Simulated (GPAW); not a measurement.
Runs of GPAW 26.7.0 on In3SbTe2. It takes space group P-3m1 (No. 164, trigonal). Conventional cell: a = 4.428 Å, b = 4.428 Å, c = 10.756 Å, α = 90.00°, β = 90.00°, γ = 120.00°. Te (site symmetry 3m) has 6 In at 3.15 Å as nearest neighbours. Around Sb (site symmetry -3m) lie 6 In at 3.06 Å. In (site symmetry 3m) is surrounded by 3 Sb at 3.06 Å and 3 Te at 3.15 Å. Around In (site symmetry -3m) lie 6 Te at 3.15 Å. The cell comes from a database or a generator and needn't be the stable form of this composition.

| task | level | potentials or basis | k mesh | band path | band points | ranks | pressure (GPa) | largest force (eV/Å) |
| --- | --- | --- | --- | --- | --- | --- | --- | --- |
| band structure | PBEsol | PAW data sets generated in the run's folder for this functional, pw | 5 × 5 × 2 | GMKGALHA,LM,KH | 80 | - | -3.0 | 0.09 |
| band structure | r2SCAN | GPAW PAW data sets (gpaw-data 1.2.1), pw | 5 × 5 × 2 | GMKGALHA,LM,KH | 80 | 4 | -1.6 | 0.09 |
| single point | PBEsol | PAW data sets generated in the run's folder for this functional, pw | 7 × 7 × 3 | - | - | - | -3.2 | (b) |
| band structure | LDA | the program's PAW data sets (release 1.2.1) made for this functional, pw | 5 × 5 × 2 | GMKGALHA,LM,KH | 80 | - | (a) | 0.09 |

Alike in all rows: no spin polarisation; cell as given; cutoff (eV) 600; smearing fermi-dirac 0.05 eV.

Question: Estimate the missing entries.

Answer: (a) -4.4; (b) 0.15.

Caveats: the PAW data sets were made with another functional, which shifts forces and pressure a little (some runs).

Not every run made on this cell is shown here.
